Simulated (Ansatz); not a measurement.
# TiH+ (triplet): from Hartree-Fock to the top rungs, def2-QZVPP

One table from this session's results is given with a row withheld; the runs are named, their logs left out.

The runs use Ansatz 0.2.0, Gaussian basis; def2-QZVPP, core rule «outside noble gas», up to 9 orbitals frozen.

To be run: UHF; ROHF; CCSD(T) on UHF.

## The system

The geometry is a PBE0/def2-TZVP stationary point (not a proven minimum) of the parent state, kept for this charge and spin.

2 atoms, charge 1, spin multiplicity 3.

Atoms are counted from 1 here; the program's logs count them from 0.

Bond lengths: Ti1–H2 2.236 Å.

Coordinates:

```xyz
2
HTi
Ti    0.0000    0.0000    0.0000
H     0.0000    0.0000    2.2356
```

The first run:

The input, in.yaml:

```yaml
crystal:
  periodic: [false, false, false]
  atoms:
    - {symbol: Ti, position_ang: [0.000000, 0.000000, 0.000000]}
    - {symbol: H, position_ang: [0.000000, 0.000000, 2.235600]}
basis:
  gaussian: {orbitals: "def2-QZVPP.json"}
total_charge: 1
magnetization: {spin_polarized: true, initial_magnetization: 2}
hamiltonian: {xc: hf}
output: {orbitals: {seedname: orbitals}}
```

On the command line:

```bash
$ ansatz run in.yaml --threads 1 --pin off --events-out ev --progress --plain --max-ram 4096MiB --backend cpu
```

Steps of the session up to this table: UHF; ROHF; CCSD(T) on UHF.

One table of the session follows, with a row left open; its other results are not shown here.

| method | from UCCSD(T) (meV) |
| --- | --- |
| ROHF | +1743.3 |
| UHF | ? |
| UMP2 | +594.4 |
| UCCSD | +33.4 |
| UCCSD(T) | 0 |

**Question.** Estimate the row for UHF.

As computed: from UCCSD(T) (meV): +1492.3. In the column «from UCCSD(T) (meV)» it lies between UMP2 (+594.4) and ROHF (+1743.3).
